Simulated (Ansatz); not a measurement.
a series on the Cu3Au structure: Mg3Zr, Mg3Mo, Mg3Rh: a table of relaxed lattice constants and trends, run with Ansatz 0.2.0, Python API.

The script, `series.py`:
```python
'''A chemical series on the Cu3Au structure: relaxed cells and their trends.'''

import warnings

import ansatz as az
import numpy as np
from tabulate import tabulate


def cu3au(a_site, b_site, a):
    return (
        az.Lattice.cubic(a)
        .space_group(221)
        .atom(a_site, [0, 0, 0])
        .atom(b_site, [0, 0.5, 0.5])
    )


def run_phase(name, crystal):
    calc = (
        crystal.calculation()
        .functional('r2scan')
        .pseudopotentials('nc')
        .scf(tolerance=1e-08, algorithm='density_mixing')
        .kpoints(spacing=0.39)
        .occupations('cold', width=0.05)
        .stress()
        .band_table()
    )
    calc = calc.relax(force_tolerance=0.01, cell=True)
    return calc.run()


def volume_per_atom(outcome):
    return abs(np.linalg.det(outcome.lattice.cell_ang)) / len(outcome.lattice.sites)

# rough a for each member; the cell is relaxed
warnings.simplefilter('ignore')

phases = {}
phases['Mg3Zr'] = cu3au('Zr', 'Mg', 4.89)
phases['Mg3Mo'] = cu3au('Mo', 'Mg', 4.56)
phases['Mg3Rh'] = cu3au('Rh', 'Mg', 4.38)

done = {}
for name, crystal in phases.items():
    try:
        done[name] = run_phase(name, crystal)
    except az.NonConvergedError as error:
        print(name, 'did not converge:', str(error)[:120])

rows = [(name, float(np.linalg.norm(o.lattice.cell_ang[0])), volume_per_atom(o)) for name, o in done.items()]
print(tabulate(rows, headers=['compound', 'a (A)', 'V (A^3/atom)'], floatfmt='.4f', tablefmt='plain'))
```

Rank the compounds by their relaxed volume per atom.

From smallest to largest: Mg3Rh (17.37 Å³), Mg3Mo (18.36 Å³) and Mg3Zr (22.01 Å³). The largest is 27 % above the smallest.

The run itself:

```console
$ python series.py
compound      a (A)    V (A^3/atom)
Mg3Zr        4.4486         22.0099
Mg3Mo        4.1876         18.3587
Mg3Rh        4.1111         17.3705
```

Caveats:
- These settings explore the input space; cutoff and mesh may be short of convergence.
- No spin polarisation was allowed.
- Such functionals run on norm-conserving files made under PBE, which can move pressures by some GPa.
- For the metals among these phases the mesh is modest: differences between phases can be off by up to 40 meV an atom.
- The program warned that this SCF threshold is loose for forces or stresses.
- The cells are built on a prototype by substitution; a member may or may not take this structure in nature.
- The script silences warnings, which a real study should read.
- Timing: 4.3 min on 1 thread of Arm Neoverse V2, with other jobs on the host, peak memory 1.4 GiB.
